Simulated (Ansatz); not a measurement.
# InF₃: vertical ionisation energy

Aim: the vertical ionisation energy of InF₃, as cation minus neutral at the neutral's geometry, on several levels, and how well −ε(HOMO) stands in for it.

Computed with Ansatz 0.2.0, Gaussian basis. Level: unrestricted cation, the program's frozen cores in correlated methods.

Levels to be run: UKS PBE-D4/def2-TZVPP; UKS r2SCAN-D4/def2-TZVPP; UKS PBE0-D4/def2-TZVPP; UKS B3LYP-D4/def2-TZVPP; UKS wB97X-V/def2-TZVPP; UKS wB97M-V/def2-TZVPP; UKS B2PLYP/def2-TZVPP; UHF-CCSD(T)/def2-TZVPP; UHF-MP2/def2-QZVPP; extrapolation to the limit; then −ε(HOMO) from the neutral's earlier runs with LDA (SPW92), PBE-D4, revPBE-D4, BLYP-D4, r2SCAN-D4, B97M-V, PBE0-D4, B3LYP-D4, r2SCANh-D4, r2SCAN0-D4, HSE06-D4, BHLYP-D4, CAM-B3LYP-D4, LC-ωPBE, ωB97X-V, ωB97M-V.

1 further run of the same task is left out (it didn't finish).

## 1. The geometry

The geometry comes from an earlier relaxation with PBE0-D4 in a triple-zeta def2 set; it is a stationary point. In takes the def2 core potential; no spin-orbit term is included.

SMILES `[F][In]([F])[F]`, 4 atoms, charge 0, spin multiplicity 1.

Atoms are counted from 1 here; the program's logs count them from 0.

Bond lengths: F1–In2 1.918 Å, In2–F3 1.918 Å, In2–F4 1.918 Å. Angles: F1–In2–F3 120.0°, F1–In2–F4 120.0°, F3–In2–F4 120.0°.

## 2. Cation, UKS PBE-D4/def2-TZVPP

Input file in.yaml:

```yaml
crystal:
  periodic: [false, false, false]
  atoms:
    - {symbol: F, position_ang: [-1.305657, -0.375485, 1.339823]}
    - {symbol: In, position_ang: [0.013932, -0.015074, -0.005127]}
    - {symbol: F, position_ang: [1.768078, -0.777134, 0.143748]}
    - {symbol: F, position_ang: [-0.420952, 1.107392, -1.498744]}
basis:
  gaussian: {orbitals: def2-TZVPP}
total_charge: 1
magnetization: {spin_polarized: true, initial_magnetization: 1}
hamiltonian: {xc: pbe, dispersion: d4}
```

Launch:

```console
$ ansatz run in.yaml --threads 2 --pin off --events-out ev --progress --plain --max-ram 32768MiB --backend cpu
```

Further steps of the session: Cation, UKS r2SCAN-D4/def2-TZVPP; Cation, UKS PBE0-D4/def2-TZVPP; Cation, UKS B3LYP-D4/def2-TZVPP; Cation, UKS wB97X-V/def2-TZVPP; Cation, UKS wB97M-V/def2-TZVPP; Cation, UKS B2PLYP (frozen core)/def2-TZVPP; Cation, UHF-CCSD(T)/def2-TZVPP; Cation, UHF-MP2/def2-QZVPP.

**Question.** What will the summary of the whole plan be? Wanted: ionisation energy, CCSD(T)/CBS; nearest functional by difference; nearest −ε(HOMO); −ε(HOMO) of PBE; T1 of the cation.

**Answer**, as computed:

| quantity | value |
| --- | --- |
| ionisation energy, CCSD(T)/CBS | 14.53 eV |
| nearest functional by difference | B2PLYP (-0.26 eV) |
| nearest −ε(HOMO) | LC-ωPBE (-0.56 eV) |
| −ε(HOMO) of PBE | 9.18 eV |
| T1 of the cation | 0.033 |

Energy differences with functionals land within 1.76 eV of the reference. The PBE orbital energy is 5.3 eV too small: a semilocal HOMO is no ionisation energy. Among orbital estimates LC-ωPBE comes nearest. Hartree-Fock falls 1.82 eV short, as the neutral has more correlation energy than the cation. The cation's T1 (from the report) is 0.033, near the customary mark of 0.045 for open shells, so the coupled-cluster value is less safe. The cation may have settled in a state other than its lowest; no search over hole states beyond the program's own was made. Correlated methods include outer-core shells of In, which these sets cover unevenly. With outer-core shells in play the reference is unsure by up to some tenths of an eV, so close misses can't be ranked.
